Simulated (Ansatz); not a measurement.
# AlNH3O (SMILES [NH2][Al][OH]): U-r2SCAN0/def2-SVPD

Aim: the electronic atomisation energy of AlNH3O at U-r2SCAN0/def2-SVPD, from 5 runs. 

The results are computed with Ansatz 0.2.0.

77 further runs of the same task are left out: 77 set aside as unsound or not needed.

## Step 1: The molecule

AlNH3O: 6 atoms, total charge 0, spin state doublet. As SMILES, `[NH2][Al][OH]`. Geometry: relaxed at PBE0-D4/def2-TZVP. This is one conformer, not always the lowest.

Bond lengths: N1–Al2 1.769 Å, Al2–O3 1.705 Å, N1–H4 1.009 Å, N1–H5 1.006 Å, O3–H6 0.956 Å. Angles: N1–Al2–O3 116.1°, Al2–N1–H4 124.1°, Al2–N1–H5 125.0°, Al2–O3–H6 122.8°, H4–N1–H5 110.9°.

## Step 2: The energy at U-r2SCAN0/def2-SVPD

Contents of input.yaml:

```yaml
crystal:
  periodic: [false, false, false]
  atoms:
    - {symbol: N, position_ang: [-0.923900, 0.240200, -0.760800]}
    - {symbol: Al, position_ang: [0.595200, 0.601300, 0.070700]}
    - {symbol: O, position_ang: [1.194100, -0.618500, 1.101200]}
    - {symbol: H, position_ang: [-1.434300, -0.623600, -0.657200]}
    - {symbol: H, position_ang: [-1.394700, 0.861600, -1.396800]}
    - {symbol: H, position_ang: [2.005700, -0.525100, 1.596800]}
basis:
  gaussian:
    orbitals: def2-SVPD
magnetization:
  spin_polarized: true
  initial_magnetization: 1
output: {orbitals: {seedname: orbitals}}
hamiltonian:
  xc: {name: r2SCAN0}
accuracy: high
```

Command:

```bash
$ ansatz run input.yaml --threads 1 --pin off --max-ram 3480MiB --events-out events.jsonl --progress --plain --runs-dir runs
```

What it wrote:

```text
Warning: RAYON_NUM_THREADS=1 ignored (pool sized by the plan → 1); use --threads N
Functional definition: r2SCAN0
  name "r2SCAN0"
  parameter a = 0.25
  parameter k0 = 0.174
  parameter k1 = 0.065
  parameter a1 = 4.9479
  exchange = (1 - a)*r2scan_x(k0 = k0, k1 = k1, a1 = a1) + a*exact_x
  correlation = r2scan_c
1783 factors; integrals over basis functions are off by at most 3.5e-9 eV
mean field evaluation 1: about -10165.9248 eV, gradient 5.2e1 eV
mean field evaluation 2: about -10141.4328 eV, gradient 8.9e1 eV
mean field evaluation 4: about -10176.2863 eV, gradient 6.5e0 eV
mean field evaluation 8: about -10176.5292 eV, gradient 1.4e-1 eV
mean field evaluation 16: about -10176.5294 eV, gradient 4.6e-4 eV
mean field -10176.52943378 eV, -373.9805587921 hartree, gradient 1.8e-8 eV, S^2 0.752380; 0 other end points of the search recorded, 0 dependent functions left out
reference -10176.52943821 eV, -373.9805589549 hartree; 16, 15 occupied and 75, 76 virtual orbitals, 1783 factors
Total energy: -10176.52943821 eV, -373.9805589549 hartree
```

Run time: 22 s. Hardware: 1 thread of Arm Neoverse V1, shared host; peak memory 0.48 GiB.

## Step 3: The Al atom

Contents of job.yaml:

```yaml
crystal:
  periodic: [false, false, false]
  atoms:
    - {symbol: Al, position_ang: [0.000000, 0.000000, 0.000000]}
basis:
  gaussian:
    orbitals: def2-SVPD
magnetization:
  spin_polarized: true
  initial_magnetization: 1
hamiltonian:
  xc: {name: r2SCAN0}
accuracy: high
```

Run the same way, it converges to -242.24528 Eh (log not shown).

## Step 4: The H atom

Contents of job.yaml:

```yaml
crystal:
  periodic: [false, false, false]
  atoms:
    - {symbol: H, position_ang: [0.000000, 0.000000, 0.000000]}
basis:
  gaussian: {orbitals: def2-SVPD}
magnetization: {spin_polarized: true, initial_magnetization: 1}
accuracy: high
total_charge: 0
hamiltonian: {xc: {name: r2SCAN0}}
```

Run the same way, it converges to -0.49923 Eh (log not shown).

## Step 5: The N atom at the same level

Contents of input.yaml:

```yaml
basis:
  gaussian:
    orbitals: def2-SVPD
crystal:
  periodic: [false, false, false]
  atoms:
    - {symbol: N, position_ang: [0.000000, 0.000000, 0.000000]}
magnetization:
  spin_polarized: true
  initial_magnetization: 3
hamiltonian:
  xc: {name: r2SCAN0}
accuracy: high
```

Command:

```bash
$ ansatz run input.yaml --threads 1 --pin off --max-ram 3480MiB --events-out events.jsonl --progress --plain --runs-dir runs
```

What it wrote:

```text
Warning: RAYON_NUM_THREADS=1 ignored (pool sized by the plan → 1); use --threads N
Functional definition: r2SCAN0
  name "r2SCAN0"
  parameter a = 0.25
  parameter k0 = 0.174
  parameter k1 = 0.065
  parameter a1 = 4.9479
  exchange = (1 - a)*r2scan_x(k0 = k0, k1 = k1, a1 = a1) + a*exact_x
  correlation = r2scan_c
163 factors; integrals over basis functions are off by at most 3.0e-9 eV
mean field evaluation 1: about -1483.4195 eV, gradient 3.5e0 eV
mean field evaluation 2: about -1483.4653 eV, gradient 1.3e0 eV
mean field evaluation 4: about -1483.4762 eV, gradient 8.8e-2 eV
mean field evaluation 8: about -1483.4763 eV, gradient 6.6e-5 eV
mean field -1483.47625323 eV, -54.5167467697 hartree, gradient 7.1e-9 eV, S^2 3.755882; 0 other end points of the search recorded, 0 dependent functions left out
reference -1483.47625366 eV, -54.5167467858 hartree; 5, 2 occupied and 15, 18 virtual orbitals, 163 factors
Total energy: -1483.47625366 eV, -54.5167467858 hartree
```

It took 1.1 s on 1 thread of Arm Neoverse V1, shared host; peak memory 0.097 GiB.

## Step 6: The O atom

Contents of in.yaml:

```yaml
crystal:
  periodic: [false, false, false]
  atoms:
    - {symbol: O, position_ang: [0.000000, 0.000000, 0.000000]}
basis:
  gaussian:
    orbitals: def2-SVPD
magnetization:
  spin_polarized: true
  initial_magnetization: 2
hamiltonian:
  xc: {name: r2SCAN0}
accuracy: high
```

Run the same way, it converges to -74.96758 Eh (log not shown).

## Step 7: Results

Level: U-r2SCAN0/def2-SVPD.

```
                                    quantity          value
                      molecule: total energy  -373.98056 Eh
molecule: HOMO energy (highest over α and β)       -5.93 eV
 molecule: LUMO energy (lowest over α and β)       -2.13 eV
                              molecule: ⟨S²⟩          0.752
                       Al atom: total energy  -242.24528 Eh
                               Al atom: ⟨S²⟩          0.761
                        H atom: total energy    -0.49923 Eh
                                H atom: ⟨S²⟩          0.750
                        N atom: total energy   -54.51675 Eh
                                N atom: ⟨S²⟩          3.756
                        O atom: total energy   -74.96758 Eh
                                O atom: ⟨S²⟩          2.006
               electronic atomisation energy      20.498 eV
```

**Reading.** Taking the molecule apart into free atoms costs 20.50 eV (473 kcal/mol), before zero-point energy and without spin-orbit coupling.
